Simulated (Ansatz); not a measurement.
# BBrH₅NOSi: small, medium and large basis sets

One table from this session's results is given with a row withheld; the runs are named, their logs left out.

Computed with Ansatz 0.2.0, Gaussian basis. Level: one geometry, several basis sets.

The runs, in order: PBE0-D4/def2-SVP; ωB97M-V/def2-SVP; PBE0-D4/def2-QZVPP; ωB97M-V/def2-QZVPP; the functionals' def2-TZVPP values are taken from earlier runs.

## Structure used throughout

An earlier PBE0-D4 in a triple-zeta def2 set relaxation fixed the geometry.

SMILES `NB(Br)O[SiH3]`, 10 atoms, charge 0, spin multiplicity 1.

Atoms are counted from 1 here; the program's logs count them from 0.

Bond lengths: N1–B2 1.391 Å, N1–H6 1.003 Å, N1–H7 1.006 Å, B2–Br3 1.959 Å, B2–O4 1.352 Å, O4–Si5 1.655 Å, Si5–H8 1.482 Å, Si5–H9 1.483 Å, Si5–H10 1.483 Å. Angles: B2–N1–H6 123.1°, B2–N1–H7 121.5°, H6–N1–H7 115.4°, N1–B2–Br3 118.2°, N1–B2–O4 122.0°, Br3–B2–O4 119.8°, B2–O4–Si5 133.2°, O4–Si5–H8 105.8°, O4–Si5–H9 110.5°, O4–Si5–H10 110.5°, H8–Si5–H9 110.0°, H8–Si5–H10 110.0°, H9–Si5–H10 110.1°.

The first run:

File in.yaml:

```yaml
crystal:
  periodic: [false, false, false]
  atoms:
    - {symbol: N, position_ang: [-0.339233, 1.270443, 1.734739]}
    - {symbol: B, position_ang: [0.227073, 0.470496, 0.748012]}
    - {symbol: Br, position_ang: [2.155545, 0.136544, 0.820315]}
    - {symbol: O, position_ang: [-0.512816, -0.073321, -0.244737]}
    - {symbol: Si, position_ang: [-0.140787, -1.042154, -1.533804]}
    - {symbol: H, position_ang: [0.193462, 1.681876, 2.478302]}
    - {symbol: H, position_ang: [-1.323892, 1.474051, 1.745052]}
    - {symbol: H, position_ang: [-1.421119, -1.281533, -2.239914]}
    - {symbol: H, position_ang: [0.815693, -0.358131, -2.437218]}
    - {symbol: H, position_ang: [0.429073, -2.329370, -1.067746]}
basis:
  gaussian: {orbitals: def2-SVP}
hamiltonian: {xc: pbe0, dispersion: d4}
output: {orbitals: {seedname: orbitals}}
```

Launch:

```bash
ansatz run in.yaml --threads 4 --pin off --events-out ev --progress --plain --max-ram 10444MiB
```

Among the steps run: PBE0-D4 in def2-SVP; ωB97M-V in def2-SVP; PBE0-D4 in def2-QZVPP; ωB97M-V in def2-QZVPP.

One table of the session follows, with a row left open; its other results are not shown here.

| functional | basis | HOMO (eV) | LUMO (eV) |
| --- | --- | --- | --- |
| PBE0-D4 | def2-SVP | ? | ? |
| PBE0-D4 | def2-TZVPP | -8.01 | 0.19 |
| PBE0-D4 | def2-QZVPP | -8.04 | 0.01 |
| ωB97M-V | def2-SVP | -10.07 | 2.71 |
| ωB97M-V | def2-TZVPP | -10.28 | 1.72 |
| ωB97M-V | def2-QZVPP | -10.31 | 1.32 |

Q: Estimate the row for PBE0-D4, def2-SVP from the others.

As computed: HOMO (eV): -7.82; LUMO (eV): 0.83. In the column «HOMO (eV)» it is the highest.
